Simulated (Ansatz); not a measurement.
# CH3ClSiTe: the cost of one run

Program: Ansatz 0.2.0, Gaussian basis. Level of theory: the settings change from run to run. These are calculated values, not measurements.

## (1) The molecule

The geometry comes from an earlier relaxation with PBE0-D4 in a triple-zeta def2 set; it is a stationary point, not always the lowest conformer. Te takes a core potential in def2 sets; no spin-orbit term is included.

7 atoms, charge 0, spin multiplicity 1.

Atoms are counted from 1 here; the program's logs count them from 0.

Bond lengths: Cl1–Si2 2.041 Å, Si2–C3 1.830 Å, Si2–Te4 2.415 Å, Si2–H5 1.475 Å, C3–Te4 2.241 Å, C3–H6 1.085 Å, C3–H7 1.085 Å. Angles: Cl1–Si2–C3 117.7°, Cl1–Si2–Te4 121.3°, Cl1–Si2–H5 108.9°, C3–Si2–Te4 62.0°, C3–Si2–H5 120.0°, Te4–Si2–H5 120.5°, Si2–C3–Te4 71.9°, Si2–C3–H6 119.3°, Si2–C3–H7 120.6°, Te4–C3–H6 110.8°, Te4–C3–H7 111.6°, H6–C3–H7 114.1°, Si2–Te4–C3 46.1°.

Geometry (Å):

```mol
CH3ClSiTe
  3D, bonds by distance, orders not assigned

  7  7  0  0  0  0  0  0  0  0999 V2000
    0.6144   -1.8424   -1.6465 Cl  0  0
   -0.1342   -0.8637   -0.0199 Si  0  0
   -0.0430    0.9638   -0.0100 C   0  0
    1.3233    0.1915    1.5902 Te  0  0
   -1.3670   -1.5425    0.4201 H   0  0
    0.5202    1.4710   -0.7863 H   0  0
   -0.8524    1.5543    0.4066 H   0  0
  1  2  8  0
  2  3  8  0
  3  4  8  0
  2  5  8  0
  3  6  8  0
  3  7  8  0
  2  4  8  0
M  END
```

## (2) r2SCANh/ANO-RCC-VTZP

File in.yaml:

```yaml
crystal:
  periodic: [false, false, false]
  atoms:
    - {symbol: Cl, position_ang: [0.614400, -1.842366, -1.646451]}
    - {symbol: Si, position_ang: [-0.134232, -0.863694, -0.019888]}
    - {symbol: C, position_ang: [-0.042993, 0.963826, -0.010000]}
    - {symbol: Te, position_ang: [1.323310, 0.191465, 1.590230]}
    - {symbol: H, position_ang: [-1.367047, -1.542533, 0.420144]}
    - {symbol: H, position_ang: [0.520154, 1.470968, -0.786344]}
    - {symbol: H, position_ang: [-0.852393, 1.554334, 0.406609]}
basis:
  gaussian: {orbitals: ANO-RCC-VTZP}
hamiltonian: {xc: {name: r2SCANh}}
output: {forces: true}
```

On the command line:

```sh
$ ansatz run in.yaml --threads 2 --pin off --events-out ev --progress --plain --max-ram 4352MiB
```

**Question.** How long does this run take on 2 threads of Arm Neoverse V2, shared host, and how much memory does it need?

About 28 s, with a peak of 0.94 GiB.
